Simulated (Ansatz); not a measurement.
# ClGaHN + H₂O: a complex and its separated parts

The complex below is one end of an elementary step. How strongly is it bound against its free parts?

The runs use Ansatz 0.2.0, Gaussian basis; PBE0-D4/def2-TZVP structures, single points in def2-TZVPP, no counterpoise correction.

Levels: SPW92, PBE-D4, BLYP-D4, r2SCAN-D4, B97M-V, PBE0-D4, B3LYP-D4, r2SCAN0-D4, BHLYP-D4, CAM-B3LYP-D4, wB97X-V, wB97M-V, B2PLYP, PBE-QIDH, RPA on PBE, Hartree-Fock, MP2, CCSD, CCSD(T).

Cores are frozen in the correlated methods. Filled d shells of the heavier atoms are correlated. B3LYP uses VWN-RPA correlation. B2PLYP carries no dispersion term here.

56 further runs of the same task are left out: 56 set aside as unsound or not needed.

### Step 1. The starting structure

The complex: 7 atoms, charge 0, spin multiplicity 1.

Atoms are counted from 1 here; the program's logs count them from 0.

Bond lengths: Ga1–O2 2.113 Å, Ga1–N3 1.737 Å, Ga1–Cl5 2.115 Å, O2–H4 0.989 Å, O2–H6 0.962 Å, N3–H7 1.015 Å. Angles: O2–Ga1–N3 83.6°, O2–Ga1–Cl5 104.1°, N3–Ga1–Cl5 172.0°, Ga1–O2–H4 83.3°, Ga1–O2–H6 121.0°, H4–O2–H6 108.8°, Ga1–N3–H7 116.5°.

As a file:

```mol
ClGaH3NO
  3D, bonds by distance, orders not assigned

  7  6  0  0  0  0  0  0  0  0999 V2000
   -0.2702    0.8125    0.3115 Ga  0  0
    0.2775   -1.2184    0.5168 O   0  0
    0.5045    0.6639   -1.2361 N   0  0
    0.6269   -1.0964   -0.4004 H   0  0
   -1.3318    1.2404    2.0903 Cl  0  0
   -0.3862   -1.9146    0.5060 H   0  0
    0.5792    1.5126   -1.7882 H   0  0
  1  2  8  0
  1  3  8  0
  1  5  8  0
  2  4  8  0
  2  6  8  0
  3  7  8  0
M  END
```

Its parts: ClGaHN holds atoms 1, 3, 5, 7; H₂O holds atoms 2, 4, 6. Each part counts its atoms afresh in its own runs.

### Step 2. Relaxing ClGaHN alone

Input file relax-a/in.yaml:

```yaml
crystal:
  periodic: [false, false, false]
  atoms:
    - {symbol: Ga, position_ang: [-0.270150, 0.812460, 0.311528]}
    - {symbol: N, position_ang: [0.504506, 0.663910, -1.236060]}
    - {symbol: Cl, position_ang: [-1.331824, 1.240418, 2.090346]}
    - {symbol: H, position_ang: [0.579188, 1.512585, -1.788170]}
basis:
  gaussian: {orbitals: def2-TZVP}
hamiltonian: {xc: pbe0, dispersion: d4}
relax: {f_tol: 0.005, max_steps: 200}
```

Run with:

```
$ ansatz run in.yaml --threads 4 --pin off --events-out ev --progress --plain --max-ram 9574MiB
```

Output, shortened:

```text
Functional definition: PBE0
  name "PBE0"
  cite "Adamo & Barone, J. Chem. Phys. 110, 6158 (1999) doi:10.1063/1.478522"
  cite "Perdew, Burke & Ernzerhof, Phys. Rev. Lett. 77, 3865 (1996) doi:10.1103/PhysRevLett.77.3865"
  parent pbe
[...]
880 factors; their error is unknown
[...]
mean field -66394.89274359 eV, -2439.9673042521 hartree, gradient 7.0e-5 eV, S^2 0.000000; 0 other end points of the search recorded, 0 dependent functions left out
[...]
reference -66394.89276847 eV, -2439.9673051667 hartree; 28, 28 occupied and 94, 94 virtual orbitals, 880 factors
[...]
880 factors; their error is unknown
mean field -66395.09818740 eV, -2439.9748541729 hartree, gradient 3.9e-5 eV, S^2 0.000000; 1 other end points of the search recorded, 0 dependent functions left out
[...]
reference -66395.09821217 eV, -2439.9748550834 hartree; 28, 28 occupied and 94, 94 virtual orbitals, 880 factors
Total energy: -66395.16287064 eV, -2439.9772312383 hartree
Atom 0 at    -0.341029     1.084282     0.249252 Å, force    -0.000984     0.004089     0.000305 eV/Å
Atom 1 at     0.481172     0.625939    -1.181851 Å, force    -0.001252     0.002336     0.001509 eV/Å
Atom 2 at    -1.292419     1.099666     2.115923 Å, force    -0.000099    -0.002959     0.001384 eV/Å
Atom 3 at     0.633996     1.419486    -1.805680 Å, force     0.002336    -0.003467    -0.003198 eV/Å
Dipole moment:    -0.194686     0.354629     0.238521 e Å
```

Wall time 20 s (4 threads of Intel Xeon at 2.50GHz, shared host).

Step by step:

| step | energy from step 1 (eV) | largest force component (eV/Å) |
| --- | --- | --- |
| 1 | 0.0000 | 1.0793 |
| 2 | -0.1744 | 0.5301 |
| 3 | -0.2006 | 0.3132 |
| 4 | -0.2042 | 0.1991 |
| 5 | -0.2056 | 0.0545 |
| 6 | -0.2059 | 0.0218 |
| 7 | -0.2051 | 0.2170 |
| 8 | -0.2060 | 0.0041 |

Distances of close pairs at the start and the end, largest changes first:

| bond | before (Å) | after (Å) | change (Å) |
| --- | --- | --- | --- |
| Ga1–N2 | 1.737 | 1.713 | -0.024 |
| Ga1–Cl3 | 2.115 | 2.095 | -0.020 |
| N2–H4 | 1.015 | 1.021 | +0.006 |

### Step 3. Relaxing H₂O alone

Input file relax-b/in.yaml:

```yaml
crystal:
  periodic: [false, false, false]
  atoms:
    - {symbol: O, position_ang: [0.277519, -1.218369, 0.516805]}
    - {symbol: H, position_ang: [0.626935, -1.096399, -0.400446]}
    - {symbol: H, position_ang: [-0.386174, -1.914604, 0.505995]}
basis:
  gaussian: {orbitals: def2-TZVP}
hamiltonian: {xc: pbe0, dispersion: d4}
relax: {f_tol: 0.005, max_steps: 200}
```

Run with:

```
$ ansatz run in.yaml --threads 4 --pin off --events-out ev --progress --plain --max-ram 9574MiB
```

Output, shortened:

```text
[... 5 set-up lines as earlier in the session ...]
[...]
239 factors; their error is unknown
[...]
mean field -2078.29901309 eV, -76.3760800096 hartree, gradient 4.1e-5 eV, S^2 0.000000; 0 other end points of the search recorded, 0 dependent functions left out
[...]
reference -2078.33309077 eV, -76.3773323408 hartree; 5, 5 occupied and 38, 38 virtual orbitals, 239 factors
Total energy: -2078.33734647 eV, -76.3774887353 hartree
Atom 0 at     0.286673    -1.207946     0.520050 Å, force     0.000614     0.001050     0.001544 eV/Å
Atom 1 at     0.603109    -1.116183    -0.381174 Å, force    -0.000180    -0.000416    -0.000860 eV/Å
Atom 2 at    -0.371502    -1.905243     0.483477 Å, force    -0.000434    -0.000634    -0.000684 eV/Å
Dipole moment:    -0.126015    -0.223289    -0.345809 e Å
```

Wall time 1.4 s (4 threads of Intel Xeon at 2.50GHz, shared host).

Step by step:

| step | energy from step 1 (eV) | largest force component (eV/Å) |
| --- | --- | --- |
| 1 | 0.0000 | 1.3062 |
| 2 | -0.0310 | 0.2730 |
| 3 | -0.0338 | 0.1059 |
| 4 | -0.0340 | 0.0070 |
| 5 | -0.0340 | 0.0015 |

Distances of close pairs at the start and the end, largest changes first:

| bond | before (Å) | after (Å) | change (Å) |
| --- | --- | --- | --- |
| O1–H2 | 0.989 | 0.960 | -0.030 |
| O1–H3 | 0.962 | 0.960 | -0.002 |

### Step 4. SPW92/def2-TZVPP

Input file parta/in.yaml:

```yaml
crystal:
  periodic: [false, false, false]
  atoms:
    - {symbol: Ga, position_ang: [-0.341029, 1.084282, 0.249252]}
    - {symbol: N, position_ang: [0.481172, 0.625939, -1.181851]}
    - {symbol: Cl, position_ang: [-1.292419, 1.099666, 2.115923]}
    - {symbol: H, position_ang: [0.633996, 1.419486, -1.805680]}
basis:
  gaussian: {orbitals: def2-TZVPP}
hamiltonian: {xc: lda}
```

Input file partb/in.yaml:

```yaml
crystal:
  periodic: [false, false, false]
  atoms:
    - {symbol: O, position_ang: [0.286673, -1.207946, 0.520050]}
    - {symbol: H, position_ang: [0.603109, -1.116183, -0.381174]}
    - {symbol: H, position_ang: [-0.371502, -1.905243, 0.483477]}
basis:
  gaussian: {orbitals: def2-TZVPP}
hamiltonian: {xc: lda}
```

The same command starts each run, in its folder.

Run with:

```
$ ansatz run in.yaml --threads 4 --pin off --events-out ev --progress --plain --max-ram 9574MiB
```

Output in parta, shortened:

```text
Functional definition: SPW92
  name "SPW92"
  cite "Dirac, Proc. Camb. Phil. Soc. 26, 376 (1930) doi:10.1017/S0305004100016108"
  cite "Slater, Phys. Rev. 81, 385 (1951) doi:10.1103/PhysRev.81.385"
  cite "Perdew & Wang, Phys. Rev. B 45, 13244 (1992) doi:10.1103/PhysRevB.45.13244"
[...]
876 factors; their error is unknown
[...]
mean field -66273.15556707 eV, -2435.4935455315 hartree, gradient 5.3e-5 eV, S^2 0.000000; 0 other end points of the search recorded, 0 dependent functions left out
reference -66273.15559780 eV, -2435.4935466607 hartree; 28, 28 occupied and 107, 107 virtual orbitals, 876 factors
Total energy: -66273.15559780 eV, -2435.4935466607 hartree
```

Log of partb, shortened:

```text
[... 5 set-up lines as earlier in the session ...]
[...]
269 factors; their error is unknown
[...]
mean field -2065.39692531 eV, -75.9019370287 hartree, gradient 5.3e-5 eV, S^2 0.000000; 0 other end points of the search recorded, 0 dependent functions left out
reference -2065.39694414 eV, -75.9019377207 hartree; 5, 5 occupied and 54, 54 virtual orbitals, 269 factors
Total energy: -2065.39694414 eV, -75.9019377207 hartree
```

They took 0.85 s (parta), 0.2 s (partb) on 4 threads of Intel Xeon at 2.50GHz, shared host.

### Step 5. PBE-D4/def2-TZVPP

The same edit goes into each in.yaml of step 4 (parta, partb):

```diff
-hamiltonian: {xc: lda}
+hamiltonian: {xc: pbe, dispersion: d4}
```

One command serves all of them, each in its own folder.

Run with:

```
$ ansatz run in.yaml --threads 4 --pin off --events-out ev --progress --plain --max-ram 9574MiB
```

parta printed, shortened:

```text
Functional definition: PBE
  name "PBE"
[... 2 set-up lines as earlier in the session ...]
[...]
876 factors; their error is unknown
[...]
mean field -66393.34074486 eV, -2439.9102693508 hartree, gradient 5.6e-5 eV, S^2 0.000000; 0 other end points of the search recorded, 0 dependent functions left out
reference -66393.34077745 eV, -2439.9102705485 hartree; 28, 28 occupied and 107, 107 virtual orbitals, 876 factors
Total energy: -66393.41694532 eV, -2439.9130696663 hartree
```

partb printed, shortened:

```text
[... 4 set-up lines as earlier in the session ...]
[...]
269 factors; their error is unknown
[...]
mean field -2078.40754407 eV, -76.3800684493 hartree, gradient 4.4e-5 eV, S^2 0.000000; 0 other end points of the search recorded, 0 dependent functions left out
reference -2078.40756454 eV, -76.3800692016 hartree; 5, 5 occupied and 54, 54 virtual orbitals, 269 factors
Total energy: -2078.41288145 eV, -76.3802645945 hartree
```

Times: 1.4 s (parta), 0.31 s (partb) on 4 threads of Intel Xeon at 2.50GHz, shared host.

### Step 6. BLYP-D4/def2-TZVPP

Each input of step 5 (parta, partb) changes in the same lines:

```diff
-hamiltonian: {xc: pbe, dispersion: d4}
+hamiltonian: {xc: {name: BLYP}, dispersion: d4}
```

One command serves all of them, each in its own folder.

Run with:

```
$ ansatz run in.yaml --threads 4 --pin off --events-out ev --progress --plain --max-ram 9574MiB
```

Log of parta, shortened:

```text
Functional definition: BLYP
  name "BLYP"
  cite "Becke, Phys. Rev. A 38, 3098 (1988) doi:10.1103/PhysRevA.38.3098"
  cite "Lee, Yang & Parr, Phys. Rev. B 37, 785 (1988) doi:10.1103/PhysRevB.37.785"
[...]
876 factors; their error is unknown
[...]
mean field -66409.67262835 eV, -2440.5104549989 hartree, gradient 6.8e-5 eV, S^2 0.000000; 0 other end points of the search recorded, 0 dependent functions left out
reference -66409.67291287 eV, -2440.5104654550 hartree; 28, 28 occupied and 107, 107 virtual orbitals, 876 factors
Total energy: -66409.83536264 eV, -2440.5164353737 hartree
```

partb printed, shortened:

```text
[... 4 set-up lines as earlier in the session ...]
[...]
269 factors; their error is unknown
[...]
mean field -2080.27675990 eV, -76.4487608642 hartree, gradient 8.6e-5 eV, S^2 0.000000; 0 other end points of the search recorded, 0 dependent functions left out
reference -2080.27694945 eV, -76.4487678300 hartree; 5, 5 occupied and 54, 54 virtual orbitals, 269 factors
Total energy: -2080.28979152 eV, -76.4492397674 hartree
```

Times: 1.2 s (parta), 0.3 s (partb) on 4 threads of Intel Xeon at 2.50GHz, shared host.

### Step 7. r2SCAN-D4/def2-TZVPP

Each input of step 6 (parta, partb) changes in the same lines:

```diff
-hamiltonian: {xc: {name: BLYP}, dispersion: d4}
+hamiltonian: {xc: r2scan, dispersion: d4}
```

The same command starts each run, in its folder.

Run with:

```
$ ansatz run in.yaml --threads 4 --pin off --events-out ev --progress --plain --max-ram 9574MiB
```

parta printed, shortened:

```text
Functional definition: r2SCAN
  name "r2SCAN"
  cite "Furness, Kaplan, Ning, Perdew & Sun, J. Phys. Chem. Lett. 11, 8208 (2020) doi:10.1021/acs.jpclett.0c02405"
  cite "Furness, Kaplan, Ning, Perdew & Sun, J. Phys. Chem. Lett. 11, 9248 (2020) doi:10.1021/acs.jpclett.0c03077"
  parent r2scan
[...]
876 factors; their error is unknown
[...]
mean field -66406.03989870 eV, -2440.3769546468 hartree, gradient 8.0e-5 eV, S^2 0.000000; 0 other end points of the search recorded, 0 dependent functions left out
reference -66406.03990809 eV, -2440.3769549919 hartree; 28, 28 occupied and 107, 107 virtual orbitals, 876 factors
Total energy: -66406.05646230 eV, -2440.3775633478 hartree
```

Log of partb, shortened:

```text
[... 5 set-up lines as earlier in the session ...]
[...]
269 factors; their error is unknown
[...]
mean field -2079.58113656 eV, -76.4231971779 hartree, gradient 8.5e-5 eV, S^2 0.000000; 0 other end points of the search recorded, 0 dependent functions left out
reference -2079.58114177 eV, -76.4231973692 hartree; 5, 5 occupied and 54, 54 virtual orbitals, 269 factors
Total energy: -2079.58241426 eV, -76.4232441324 hartree
```

Times: 2.9 s (parta), 0.7 s (partb) on 4 threads of Intel Xeon at 2.50GHz, shared host.

### Step 8. B97M-V/def2-TZVPP

Each input of step 7 (parta, partb) changes in the same lines:

```diff
-hamiltonian: {xc: r2scan, dispersion: d4}
+hamiltonian: {xc: {name: B97M-V}}
```

The same command starts each run, in its folder.

Run with:

```
$ ansatz run in.yaml --threads 4 --pin off --events-out ev --progress --plain --max-ram 9574MiB
```

parta printed, shortened:

```text
Functional definition: B97M-V
  name "B97M-V"
  cite "Mardirossian & Head-Gordon, J. Chem. Phys. 142, 074111 (2015) doi:10.1063/1.4907719"
  cite "Becke, J. Chem. Phys. 107, 8554 (1997) doi:10.1063/1.475007"
  cite "Vydrov & Van Voorhis, J. Chem. Phys. 133, 244103 (2010) doi:10.1063/1.3521275"
  # Of w^i u^j: cxij and so on, Table III.
[...]
  gx(w, u) = cx00 + cx01*u + cx02*u^2 + (cx10 + cx11*u)*w
[...]
  gos(w, u) = cos00 + cos01*u + cos03*u^3 + cos10*w + cos32*w^3*u^2
[...]
      + integral(e_c_pw_mod_opposite_spin*gos(b97_w_opposite, b97_u_opposite)) + vv10(b, c)
876 factors; their error is unknown
[...]
mean field -66394.34913668 eV, -2439.9473270666 hartree, gradient 5.1e-5 eV, S^2 0.000000; 0 other end points of the search recorded, 0 dependent functions left out
reference -66394.34918396 eV, -2439.9473288044 hartree; 28, 28 occupied and 107, 107 virtual orbitals, 876 factors
Total energy: -66394.34918396 eV, -2439.9473288044 hartree
```

Log of partb, shortened:

```text
[... 5 set-up lines as earlier in the session ...]
  # Of w^i u^j: cxij and so on, Table III.
[...]
  gx(w, u) = cx00 + cx01*u + cx02*u^2 + (cx10 + cx11*u)*w
[...]
  gos(w, u) = cos00 + cos01*u + cos03*u^3 + cos10*w + cos32*w^3*u^2
[...]
      + integral(e_c_pw_mod_opposite_spin*gos(b97_w_opposite, b97_u_opposite)) + vv10(b, c)
269 factors; their error is unknown
[...]
mean field -2079.93550524 eV, -76.4362199868 hartree, gradient 2.9e-5 eV, S^2 0.000000; 0 other end points of the search recorded, 0 dependent functions left out
reference -2079.93553206 eV, -76.4362209722 hartree; 5, 5 occupied and 54, 54 virtual orbitals, 269 factors
Total energy: -2079.93553206 eV, -76.4362209722 hartree
```

They took 4.5 s (parta), 0.6 s (partb) on 4 threads of Intel Xeon at 2.50GHz, shared host.

### Step 9. PBE0-D4/def2-TZVPP

Each input of step 8 (parta, partb) changes in the same lines:

```diff
-hamiltonian: {xc: {name: B97M-V}}
+hamiltonian: {xc: pbe0, dispersion: d4}
+output: {orbitals: {seedname: orbitals}}
```

The same command starts each run, in its folder.

Run with:

```
$ ansatz run in.yaml --threads 4 --pin off --events-out ev --progress --plain --max-ram 9574MiB
```

Output in parta, shortened:

```text
[... 5 set-up lines as earlier in the session ...]
[...]
952 factors; their error is unknown
[...]
mean field -66395.12900444 eV, -2439.9759866782 hartree, gradient 4.5e-5 eV, S^2 0.000000; 0 other end points of the search recorded, 0 dependent functions left out
reference -66395.12902903 eV, -2439.9759875819 hartree; 28, 28 occupied and 107, 107 virtual orbitals, 952 factors
Total energy: -66395.19368750 eV, -2439.9783637368 hartree
```

Output in partb, shortened:

```text
[... 5 set-up lines as earlier in the session ...]
[...]
269 factors; their error is unknown
[...]
mean field -2078.42781929 eV, -76.3808135498 hartree, gradient 1.2e-5 eV, S^2 0.000000; 0 other end points of the search recorded, 0 dependent functions left out
reference -2078.42783379 eV, -76.3808140827 hartree; 5, 5 occupied and 54, 54 virtual orbitals, 269 factors
Total energy: -2078.43208950 eV, -76.3809704772 hartree
```

They took 2.2 s (parta), 0.3 s (partb) on 4 threads of Intel Xeon at 2.50GHz, shared host.

### Step 10. B3LYP-D4/def2-TZVPP

The same edit goes into each in.yaml of step 9 (parta, partb):

```diff
-hamiltonian: {xc: pbe0, dispersion: d4}
-output: {orbitals: {seedname: orbitals}}
+hamiltonian: {xc: {name: B3LYP}, dispersion: d4}
```

One command serves all of them, each in its own folder.

Run with:

```
$ ansatz run in.yaml --threads 4 --pin off --events-out ev --progress --plain --max-ram 9574MiB
```

Output in parta, shortened:

```text
Functional definition: B3LYP
  name "B3LYP"
  cite "Stephens, Devlin, Chabalowski & Frisch, J. Phys. Chem. 98, 11623 (1994) doi:10.1021/j100096a001"
[... 2 set-up lines as earlier in the session ...]
  cite "Vosko, Wilk & Nusair, Can. J. Phys. 58, 1200 (1980) doi:10.1139/p80-159"
[...]
930 factors; their error is unknown
[...]
mean field -66409.67718958 eV, -2440.5106226213 hartree, gradient 4.4e-5 eV, S^2 0.000000; 0 other end points of the search recorded, 0 dependent functions left out
reference -66409.67740270 eV, -2440.5106304532 hartree; 28, 28 occupied and 107, 107 virtual orbitals, 930 factors
Total energy: -66409.80290750 eV, -2440.5152426694 hartree
```

Log of partb, shortened:

```text
[... 6 set-up lines as earlier in the session ...]
[...]
269 factors; their error is unknown
[...]
mean field -2080.76395617 eV, -76.4666649967 hartree, gradient 1.1e-5 eV, S^2 0.000000; 0 other end points of the search recorded, 0 dependent functions left out
reference -2080.76409452 eV, -76.4666700812 hartree; 5, 5 occupied and 54, 54 virtual orbitals, 269 factors
Total energy: -2080.77252036 eV, -76.4669797248 hartree
```

Times: 2.3 s (parta), 0.35 s (partb) on 4 threads of Intel Xeon at 2.50GHz, shared host.

### Step 11. r2SCAN0-D4/def2-TZVPP

Each input of step 10 (parta, partb) changes in the same lines:

```diff
-hamiltonian: {xc: {name: B3LYP}, dispersion: d4}
+hamiltonian: {xc: {name: r2SCAN0}, dispersion: d4}
```

The same command starts each run, in its folder.

Run with:

```
$ ansatz run in.yaml --threads 4 --pin off --events-out ev --progress --plain --max-ram 9574MiB
```

Log of parta, shortened:

```text
Functional definition: r2SCAN0
  name "r2SCAN0"
  cite "Bursch, Neugebauer, Ehlert & Grimme, J. Chem. Phys. 156, 134105 (2022) doi:10.1063/5.0086040"
[... 3 set-up lines as earlier in the session ...]
[...]
952 factors; their error is unknown
[...]
mean field -66404.79171569 eV, -2440.3310847673 hartree, gradient 1.6e-5 eV, S^2 0.000000; 0 other end points of the search recorded, 0 dependent functions left out
reference -66404.79172320 eV, -2440.3310850433 hartree; 28, 28 occupied and 107, 107 virtual orbitals, 952 factors
Total energy: -66404.81236116 eV, -2440.3318434744 hartree
```

Log of partb, shortened:

```text
[... 6 set-up lines as earlier in the session ...]
[...]
269 factors; their error is unknown
[...]
mean field -2079.27471458 eV, -76.4119363780 hartree, gradient 2.0e-5 eV, S^2 0.000000; 0 other end points of the search recorded, 0 dependent functions left out
reference -2079.27471869 eV, -76.4119365287 hartree; 5, 5 occupied and 54, 54 virtual orbitals, 269 factors
Total energy: -2079.27612280 eV, -76.4119881289 hartree
```

Wall times: 3.2 s (parta), 0.51 s (partb) on 4 threads of Intel Xeon at 2.50GHz, shared host.

### Step 12. BHLYP-D4/def2-TZVPP

The same edit goes into each in.yaml of step 11 (parta, partb):

```diff
-hamiltonian: {xc: {name: r2SCAN0}, dispersion: d4}
+hamiltonian: {xc: {name: BHLYP}, dispersion: d4}
```

One command serves all of them, each in its own folder.

Run with:

```
$ ansatz run in.yaml --threads 4 --pin off --events-out ev --progress --plain --max-ram 9574MiB
```

Output in parta, shortened:

```text
Functional definition: BHLYP
  name "BHLYP"
  cite "Becke, J. Chem. Phys. 98, 1372 (1993) doi:10.1063/1.464304"
[... 2 set-up lines as earlier in the session ...]
[...]
1025 factors; their error is unknown
[...]
mean field -66406.09115615 eV, -2440.3788383231 hartree, gradient 6.8e-5 eV, S^2 0.000000; 0 other end points of the search recorded, 0 dependent functions left out
reference -66406.09130110 eV, -2440.3788436499 hartree; 28, 28 occupied and 107, 107 virtual orbitals, 1025 factors
Total energy: -66406.20693646 eV, -2440.3830931713 hartree
```

Log of partb, shortened:

```text
[... 5 set-up lines as earlier in the session ...]
[...]
295 factors; their error is unknown
[...]
mean field -2079.57893057 eV, -76.4231161092 hartree, gradient 2.0e-5 eV, S^2 0.000000; 0 other end points of the search recorded, 0 dependent functions left out
reference -2079.57902136 eV, -76.4231194456 hartree; 5, 5 occupied and 54, 54 virtual orbitals, 295 factors
Total energy: -2079.58397304 eV, -76.4233014166 hartree
```

Times: 2.2 s (parta), 0.3 s (partb) on 4 threads of Intel Xeon at 2.50GHz, shared host.

### Step 13. CAM-B3LYP-D4/def2-TZVPP

The same edit goes into each in.yaml of step 12 (parta, partb):

```diff
-hamiltonian: {xc: {name: BHLYP}, dispersion: d4}
+hamiltonian: {xc: {name: CAM-B3LYP}, dispersion: d4}
```

One command serves all of them, each in its own folder.

Run with:

```
$ ansatz run in.yaml --threads 4 --pin off --events-out ev --progress --plain --max-ram 9574MiB
```

Output in parta, shortened:

```text
Functional definition: CAM-B3LYP
  name "CAM-B3LYP"
  cite "Yanai, Tew & Handy, Chem. Phys. Lett. 393, 51 (2004) doi:10.1016/j.cplett.2004.06.011"
  cite "Iikura, Tsuneda, Yanai & Hirao, J. Chem. Phys. 115, 3540 (2001) doi:10.1063/1.1383587"
[... 2 set-up lines as earlier in the session ...]
[...]
930 factors; their error is unknown
188 factors; integrals over basis functions are off by at most 2.3e-5 eV
[...]
mean field -66410.73897365 eV, -2440.5496424660 hartree, gradient 2.3e-5 eV, S^2 0.000000; 0 other end points of the search recorded, 0 dependent functions left out
reference -66410.73907777 eV, -2440.5496462924 hartree; 28, 28 occupied and 107, 107 virtual orbitals, 930 factors
Total energy: -66410.80655594 eV, -2440.5521260692 hartree
```

Output in partb, shortened:

```text
[... 6 set-up lines as earlier in the session ...]
[...]
  # Exact exchange under (alpha + beta erf(omega r))/r, Becke's under what is left of 1/r.
[...]
269 factors; their error is unknown
72 factors; integrals over basis functions are off by at most 1.6e-5 eV
[...]
mean field -2079.99968908 eV, -76.4385786993 hartree, gradient 1.1e-5 eV, S^2 0.000000; 0 other end points of the search recorded, 0 dependent functions left out
reference -2079.99975651 eV, -76.4385811773 hartree; 5, 5 occupied and 54, 54 virtual orbitals, 269 factors
Total energy: -2080.00382236 eV, -76.4387305945 hartree
```

Times: 2.6 s (parta), 0.4 s (partb) on 4 threads of Intel Xeon at 2.50GHz, shared host.

[end of part 1 of 2]
